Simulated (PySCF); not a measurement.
**InHg+: from the state search to spectroscopic constants**

An exercise on one series of results from a longer session: the logs are not shown, and one member is left open.

Method: In def2-SVP with ECP28, Hg def2-SVP with ECP60, scalar-relativistic core potentials; program: PySCF 2.14.0.

The first run:

The job is set up so:

```json
{
  "atoms": "In, Hg",
  "charge": "1",
  "basis": "In def2-SVP with ECP28, Hg def2-SVP with ECP60",
  "Hamiltonian": "scalar-relativistic core potentials",
  "basis functions": "58",
  "electrons treated": "40",
  "masses in u": "114.9039, 201.9706",
  "levels": "PBE0, PBE, r²SCAN, r²SCANh, TPSSh, B3LYP, ωB97X, HF, MP2, SCS-MP2, CCSD, CCSD(T)",
  "grid": "80 radial by 434 angular points",
  "occupations": "held fixed by the projection of orbital angular momentum",
  "dissociation limit": "In+ + Hg, each in its ground configuration",
  "starting distance in angstrom": "2.865",
  "values of 2S to try": "0, 2"
}
```

Started as:

```bash
$ OMP_NUM_THREADS=1 python dia.py task.json out
```

Among the steps run: Input; The PBE0 curve of the state that the search chose; Higher solutions at PBE0; PBE; r²SCAN (meta-GGA); r²SCANh (hybrid meta-GGA); TPSSh; B3LYP (global hybrid GGA); ωB97X; RHF (mean field); MP2 and coupled cluster.

One of the session's tables, all rows but one given; the rest of the session is left out.

Energy (eV) from each level's lowest point:

| R (Å) | RHF | RHF-MP2 | RHF-SCS-MP2 | RHF-CCSD | RHF-CCSD(T) |
| --- | --- | --- | --- | --- | --- |
| 2.763 | 0.458 | 0.228 | 0.269 | n/a | n/a |
| 2.892 | 0.265 | 0.097 | 0.126 | 0.136 | 0.120 |
| 3.020 | 0.142 | 0.030 | 0.047 | 0.053 | 0.042 |
| 3.117 | 0.083 | 0.007 | 0.016 | 0.020 | 0.013 |
| 3.213 | 0.043 | 0.000 | 0.002 | 0.004 | 0.001 |
| 3.309 | 0.019 | 0.004 | 0.000 | 0.000 | 0.000 |
| 3.438 | 0.002 | 0.020 | 0.009 | 0.007 | 0.011 |
| 3.599 | ? | ? | ? | ? | ? |
| 3.791 | 0.012 | 0.089 | 0.063 | 0.059 | 0.071 |
| 4.048 | 0.040 | 0.140 | 0.107 | n/a | n/a |

Estimate the missing values for R (Å) = 3.599.

Worked estimate for «RHF». A straight line through the neighbours (3.438, 0.002) and (3.791, 0.012) gives 0.002 + (0.012 − 0.002) × (3.599 − 3.438) / (3.791 − 3.438) = 0.007; a parabola fitted to 4 rows on both sides gives 0.002.

The run gave: RHF: 0.000; RHF-MP2: 0.049; RHF-SCS-MP2: 0.031; RHF-CCSD: 0.027; RHF-CCSD(T): 0.035. In «RHF» the line misses by +0.007 and the parabola by +0.002.
